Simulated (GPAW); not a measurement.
Runs of GPAW 26.7.0 on Bi2Te3 (Tellurobismuthite). Symmetry: R-3m, No. 166, trigonal system. The conventional cell has a = 4.386 Å, b = 4.386 Å, c = 30.497 Å, α = 90.00°, β = 90.00°, γ = 120.00°. Bi (site symmetry 3m) has 6 Te at 3.07 to 3.25 Å as nearest neighbours. Te (site symmetry 3m) is surrounded by 3 Bi at 3.07 Å. Te (site symmetry -3m) is surrounded by 6 Bi at 3.25 Å. 

```csv
task,level,potentials or basis,k mesh,cutoff (eV),ranks,maxiter,convergence,gap on the mesh (eV),pressure (GPa),largest force (eV/Å)
single point,TB-mBJ,"GPAW PAW data sets for LDA (gpaw-data 1.2.1), pw",6 × 6 × 6,600,4,150,-,(a),-,-
single point,PBEsol,"PAW data sets generated in the run's folder for this functional, pw",7 × 7 × 7,600,4,150,-,0.21,-0.8,0.12
single point,LDA,"the program's PAW data sets (release 1.2.1) made for this functional, pw",6 × 6 × 6,450,-,120,default,0.18,-2.2,(b)
single point,PBE,"GPAW PAW data sets (gpaw-data 1.2.1), pw",7 × 7 × 7,600,-,150,-,0.26,1.7,0.05
```

Alike in all rows: no spin polarisation; cell as given; smearing fermi-dirac 0.05 eV.

Estimate the missing entries.

(a) 0.57; (b) 0.19.

Caveats: spin-orbit coupling is left out, which as a rule narrows the gap of such compounds by several tenths of an eV; an odd mesh through Γ misses points on the zone boundary, where band edges often lie (some runs); a model potential gives levels but no total energy (some runs); the PAW data sets were made with another functional, which shifts forces and pressure a little (some runs); the cutoff is short for stress and forces, so pressures can be off by a GPa or more (some runs).

A k mesh can miss the band edges, and the runs leave out spin-orbit coupling on Bi, Te.

Not every run made on this cell is shown here.
